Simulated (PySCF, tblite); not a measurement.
# C₆H₇FGeSe: geometry, infrared bands and NMR shifts

Wanted: the infrared bands and NMR shifts of C₆H₇FGeSe (`C#[C][Ge@@H]1[CH2]C=C[Se][C@H]1F`), by calculation.

Programs: tblite 0.8.0 and PySCF 2.14.0, with density-fitted response routines of our own. Each step states its level of theory. These are calculated values for one molecule in the gas phase, unless marked as measured. Atoms are numbered from 0 throughout.

## 1. The molecule as given

16 atoms, charge 0, multiplicity 1; geometry from: force field or distance geometry start.

Bonds of the start (Å): C0–C1 1.23, C1–Ge2 1.87, Ge2–C3 1.97, C3–C4 1.48, C4–C5 1.32, C5–Se6 1.92, Se6–C7 1.95, C7–F8 1.39, C7–Ge2 1.94, C0–H9 1.06, Ge2–H10 1.56, C3–H11 1.12, C3–H12 1.08, C4–H13 1.10, C5–H14 1.10, C7–H15 1.11.

## 2. Relaxing the molecule with GFN2-xTB

What the job is given:

```
{"job": {"kind": "relax", "xc": "GFN2-xTB", "basis": "xTB"}, "charge": 0, "multiplicity": 1}
C      3.620000    -0.616300     0.069200
C      2.415000    -0.459800    -0.110800
Ge     0.574700    -0.206600    -0.356800
C     -0.122900     1.177000     0.861700
C     -1.463600     1.583500     0.372400
C     -2.413000     0.676000     0.236400
Se    -2.178400    -1.176100     0.663700
C     -0.397700    -1.801300     0.183500
F     -0.405700    -2.746300    -0.829100
H      4.663300    -0.728800     0.228900
H      0.240900     0.167900    -1.834800
H     -0.193700     0.738100     1.888100
H      0.579600     1.997800     0.823800
H     -1.604800     2.639600     0.113600
H     -3.384500     1.036400    -0.135300
H      0.063400    -2.272100     1.081600
```

The run is started by

```
OMP_NUM_THREADS=1 python probes_run.py task.json out
```

The driver reads the jobs from task.json and runs them one after another.

**Question.** This job is followed by: GFN2-xTB harmonic vibrations, gas phase; GIAO PBE0/pcSseg-1 NMR shielding, non-relativistic, gas phase. Predict these results of the whole session: strongest single infrared mode (GFN2-xTB); zero-point energy (GFN2-xTB); 13C shifts against TMS (PBE0/pcSseg-1); 1H shifts against TMS (PBE0/pcSseg-1); 73Ge shifts against GeMe4 (PBE0/pcSseg-1); 77Se shifts against Me2Se (PBE0/pcSseg-1); 19F shifts against CFCl3 (PBE0/pcSseg-1).

The runs gave:

```
                                 quantity                                         value
strongest single infrared mode (GFN2-xTB)                         1934 cm⁻¹, 364 km/mol
             zero-point energy (GFN2-xTB)                                 64.0 kcal/mol
   13C shifts against TMS (PBE0/pcSseg-1)    142.4, 134.5, 105.3, 101.4, 86.0, 20.4 ppm
    1H shifts against TMS (PBE0/pcSseg-1)  6.99, 6.77, 6.43, 4.78, 2.35, 2.17, 1.97 ppm
73Ge shifts against GeMe4 (PBE0/pcSseg-1)                                      -112 ppm
77Se shifts against Me2Se (PBE0/pcSseg-1)                                       360 ppm
 19F shifts against CFCl3 (PBE0/pcSseg-1)                                    -202.4 ppm
```

The optimisation took 101 steps and gained 0.513 eV; among the close pairs (by a distance rule), Ge2–C7 changed most, from 1.944 to 2.003 Å. All 42 modes are real, so the xTB geometry is a minimum. The strongest single mode, at 1934 cm⁻¹, moves mainly H10. Unscaled tight-binding wavenumbers are off by several per cent, some by more. Its intensities can rank the bands wrongly. At PBE0/pcSseg-1: The widest tensor belongs to Se6: span 1134 ppm, with a paramagnetic part of -1600 ppm. Spin-orbit coupling is left out, which matters for shieldings and couplings at and beside the heavy atoms.
